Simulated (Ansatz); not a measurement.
# CH2BGe: the cost of one run

Method: UKS PBE0-D4/def2-TZVP; program: Ansatz 0.2.0.

### Step 1. Where the work starts

SMILES `B[C]#[Ge]`, 5 atoms, charge 0, spin multiplicity 2.

Atoms are counted from 1 here; the program's logs count them from 0.

Bond lengths: B1–C2 1.455 Å, B1–H4 1.224 Å, B1–H5 1.225 Å, C2–Ge3 1.814 Å. Angles: C2–B1–H4 121.5°, C2–B1–H5 120.8°, H4–B1–H5 117.7°, B1–C2–Ge3 178.4°.

As a file:

```xyz
5
charge 0, multiplicity 2
B     0.4749   -0.3781   -0.2912
C    -0.5654    0.4203    0.3397
Ge   -1.8327    1.4563    1.1203
H     0.2123   -1.4142   -0.8882
H     1.6487   -0.0322   -0.2417
```

This geometry comes from a loose relaxation at PBE in a small basis, which is not shown.

### Step 3. Plan of the scan

The axes are (1) bond length B1–H5: 15 values from 1.009 to 1.562 Å; (2) angle H5–B1–H4: 15 values from 74.2 to 164.2 °.

Nothing else is relaxed (all other coordinates rigid). Energies count from the relaxed molecule at the same level. Points are written as (first, second).

(The set-up runs are not shown.)

### Step 4. Point (1.009 Å, 106.3°)

Contents of input.yaml:

```yaml
crystal:
  periodic: [false, false, false]
  atoms:
    - { symbol: B, position_ang: [0.480247, -0.375909, -0.291639] }
    - { symbol: C, position_ang: [-0.54931, 0.428529, 0.333544] }
    - { symbol: Ge, position_ang: [-1.818845, 1.425799, 1.104869] }
    - { symbol: H, position_ang: [0.194204, -1.390148, -0.868715] }
    - { symbol: H, position_ang: [1.481832, -0.27995, -0.367148] }
magnetization:
  spin_polarized: true
  initial_magnetization: 1
basis:
  gaussian: { orbitals: def2-TZVP }
hamiltonian:
  xc: pbe0
  dispersion: d4
output:
  forces: true
```

Command:

```bash
> ansatz run input.yaml --threads 1 --pin off --max-ram 2560MiB --backend cpu --events-out ev --progress --plain --runs-dir out
```

**Question.** How long does this run take on 1 thread of Arm Neoverse V2, shared host, and how much memory does it need?

About 7.6 s, with a peak of 0.26 GiB.
